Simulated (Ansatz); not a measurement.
NaLaMnMoO6:

```
Na La Mn Mo O
1.0
     5.55735    0.00000    0.00000
     0.00000    5.59794    0.00000
    -0.06214    0.00000    8.02462
Na La Mn Mo O
2 2 2 2 12
Direct
  0.75008 0.51572 0.49924
  0.24992 0.01572 0.50076
  0.25715 0.95896 0.99937
  0.74285 0.45896 0.00063
  0.24767 0.48762 0.25607
  0.75233 0.98762 0.74393
  0.75559 0.99666 0.27090
  0.24441 0.49666 0.72910
  0.67335 0.97830 0.49061
  0.03402 0.81017 0.27726
  0.93353 0.28910 0.28026
  0.47817 0.20966 0.19922
  0.54435 0.73563 0.20079
  0.82956 0.01818 0.00392
  0.32665 0.47830 0.50939
  0.96598 0.31017 0.72274
  0.06647 0.78910 0.71974
  0.52183 0.70966 0.80078
  0.45565 0.23563 0.79921
  0.17044 0.51818 0.99608
```

The cell was built by a generator and needn't be a form met in nature.

Base run:

| Item | Value |
| --- | --- |
| Program | Ansatz 0.2.0 |
| Functional | PBE |
| Potentials or basis | Ansatz NC |
| Cutoff | 1497 eV |
| Density cutoff | 5987 eV |
| k mesh | 5 × 5 × 4 |
| Occupations | fermi-dirac, width 0.05 eV |
| Spin | collinear spin, ferromagnetic start |
| Starting moments | [0.0, 0.0, 0.0, 0.0, 4.0, 4.0, 1.0, 1.0, 0.0, 0.0, 0.0, 0.0, 0.0, 0.0, 0.0, 0.0, 0.0, 0.0, 0.0, 0.0] μB |

Its results: band gap on the k mesh 0.13 eV, indirect (least direct gap 0.18 eV); pressure -0.1 GPa; net moment 9.97 μB per cell; site moments Na +0.00; La +0.01; Mn +3.80; Mo +0.19; O +0.02, +0.04, +0.03, +0.06 μB; largest force 0.034 eV/Å.

Task: The run is repeated on the same cell with these changes: potentials or basis from Ansatz NC to SPMS NC; cutoff from 1497 eV to 1034 eV; density cutoff from 5987 eV to 4136 eV. What comes out?

Result: Band gap on the k mesh 0.20 eV, indirect (least direct gap 0.24 eV); pressure 0.2 GPa; net moment 9.98 μB per cell; site moments Na +0.00; La +0.01; Mn +3.83; Mo +0.19; O +0.02, +0.04, +0.03, +0.06 μB; largest force 0.080 eV/Å.

Caveats: odd divisions of the mesh miss points on the zone boundary, where band edges often lie, so the gap on the mesh can be too wide; spin-orbit coupling is left out, which moves the levels of the heavy elements; only a ferromagnetic start was run, and an antiferromagnetic order may lie lower in energy.

A k mesh can miss the band edges.

Not every run made on this cell is shown here.
